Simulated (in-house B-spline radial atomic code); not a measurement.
# Re⁵⁺: binding energies from hole states

Wanted: ΔSCF binding energies of Re⁵⁺.

Method: Dirac-Hartree-Fock, average of configuration, Fermi nucleus, basis-set limit. Code: in-house B-spline radial atomic code version 1.

## 1. The atom as given

* element: rhenium (Z = 75)
* charge: +5
* electrons: 70
* configuration: [Xe] 4f14 5d2
* Hamiltonian: Dirac-Coulomb
* nucleus: Fermi, rms radius 5.370 fm

Outer shells as boxes (Hund's rule):

[Xe] 4f14 5d2
```
[Xe] core
4f [↑↓][↑↓][↑↓][↑↓][↑↓][↑↓][↑↓]
5d [↑ ][↑ ][  ][  ][  ]
```

The boxes draw the filling by Hund's rule, which heavy ions in jj coupling don't follow; these runs average over all states of the configuration.

Input settings:

```ini
Z = 75
electrons = 70.0
configuration = [Xe] 4f14 5d2
hamiltonian = dirac
method = hf
spin_polarised = False
nucleus = fermi
rms_radius = 5.3698
mass_number = 187
atomic_mass = 186.955752217
speed_of_light = 137.035999084
```

From the earlier run of the reference: total energy -16702.551920 hartree. Levels, eight at most:

```tsv
orbital	occupation	energy (eV)	<r> (bohr)
4d5/2	6	-346.41	0.5047
5s1/2	2	-160.55	1.036
5p1/2	2	-124.30	1.119
4f5/2	6	-122.92	0.5654
4f7/2	8	-120.23	0.5734
5p3/2	4	-112.14	1.202
5d3/2	0.8	-66.934	1.514
5d5/2	1.2	-65.732	1.547
```

## 2. The 1s hole

Input settings:

```ini
Z = 75
electrons = 69.0
configuration = 1s1 2s2 2p6 3s2 3p6 3d10 4s2 4p6 4d10 4f14 5s2 5p6 5d2
hamiltonian = dirac
method = hf
spin_polarised = False
nucleus = fermi
rms_radius = 5.3698
mass_number = 187
atomic_mass = 186.955752217
speed_of_light = 137.035999084
```

## 3. The 2s hole

Settings: those of step 2 with these lines changed.

```diff
@@ -2,3 +2,3 @@
 electrons = 69.0
-configuration = 1s1 2s2 2p6 3s2 3p6 3d10 4s2 4p6 4d10 4f14 5s2 5p6 5d2
+configuration = 1s2 2s1 2p6 3s2 3p6 3d10 4s2 4p6 4d10 4f14 5s2 5p6 5d2
 hamiltonian = dirac
```

## 4. The 2p1/2 hole

In configurations, a minus sign after the shell means j = l − 1/2 and a plus sign j = l + 1/2; the count of electrons follows.

Settings: those of step 3 with these lines changed.

```diff
@@ -2,3 +2,3 @@
 electrons = 69.0
-configuration = 1s2 2s1 2p6 3s2 3p6 3d10 4s2 4p6 4d10 4f14 5s2 5p6 5d2
+configuration = 1s2 2s2 2p-1 2p+4 3s2 3p6 3d10 4s2 4p6 4d10 4f14 5s2 5p6 5d2
 hamiltonian = dirac
```

## 5. The 2p3/2 hole

Settings: those of step 4 with these lines changed.

```diff
@@ -2,3 +2,3 @@
 electrons = 69.0
-configuration = 1s2 2s2 2p-1 2p+4 3s2 3p6 3d10 4s2 4p6 4d10 4f14 5s2 5p6 5d2
+configuration = 1s2 2s2 2p-2 2p+3 3s2 3p6 3d10 4s2 4p6 4d10 4f14 5s2 5p6 5d2
 hamiltonian = dirac
```

## 6. The 3s hole

Settings: those of step 5 with these lines changed.

```diff
@@ -2,3 +2,3 @@
 electrons = 69.0
-configuration = 1s2 2s2 2p-2 2p+3 3s2 3p6 3d10 4s2 4p6 4d10 4f14 5s2 5p6 5d2
+configuration = 1s2 2s2 2p6 3s1 3p6 3d10 4s2 4p6 4d10 4f14 5s2 5p6 5d2
 hamiltonian = dirac
```

## 7. The 3p1/2 hole

Settings: those of step 6 with these lines changed.

```diff
@@ -2,3 +2,3 @@
 electrons = 69.0
-configuration = 1s2 2s2 2p6 3s1 3p6 3d10 4s2 4p6 4d10 4f14 5s2 5p6 5d2
+configuration = 1s2 2s2 2p6 3s2 3p-1 3p+4 3d10 4s2 4p6 4d10 4f14 5s2 5p6 5d2
 hamiltonian = dirac
```

## 8. The 3p3/2 hole

Settings: those of step 7 with these lines changed.

```diff
@@ -2,3 +2,3 @@
 electrons = 69.0
-configuration = 1s2 2s2 2p6 3s2 3p-1 3p+4 3d10 4s2 4p6 4d10 4f14 5s2 5p6 5d2
+configuration = 1s2 2s2 2p6 3s2 3p-2 3p+3 3d10 4s2 4p6 4d10 4f14 5s2 5p6 5d2
 hamiltonian = dirac
```

Q: What does each hole state cost in eV, and how does that compare with the orbital energies or single holes?

**Answer**, as computed:

| hole | ΔSCF (eV) | with Breit, QED, recoil (eV) | −ε of the parent (eV) | −ε less ΔSCF (eV) |
| --- | --- | --- | --- | --- |
| 1s | 72113.0 | 71747.7 | 72199.9 | 86.90 |
| 2s | 12655.9 | 12610.5 | 12707.1 | 51.21 |
| 2p1/2 | 12079.2 | 12034.6 | 12134.9 | 55.75 |
| 2p3/2 | 10639.8 | 10611.2 | 10692.4 | 52.54 |
| 3s | 3023.82 | 3014.68 | 3051.90 | 28.08 |
| 3p1/2 | 2768.63 | 2760.16 | 2797.75 | 29.12 |
| 3p3/2 | 2452.32 | 2447.22 | 2479.72 | 27.41 |

What this shows: Relaxation of the remaining electrons brings each binding energy under −ε, by 86.9 eV for 1s and 27.41 eV for 3p3/2. The difference of the 1s and 2p3/2 holes gives a Kα1 line at 61136.5 eV for this charge state (with Breit, QED and recoil). The spin-orbit splitting of the 2p hole is 1423.44 eV with those corrections. Values are for the free ion, measured from the vacuum level.
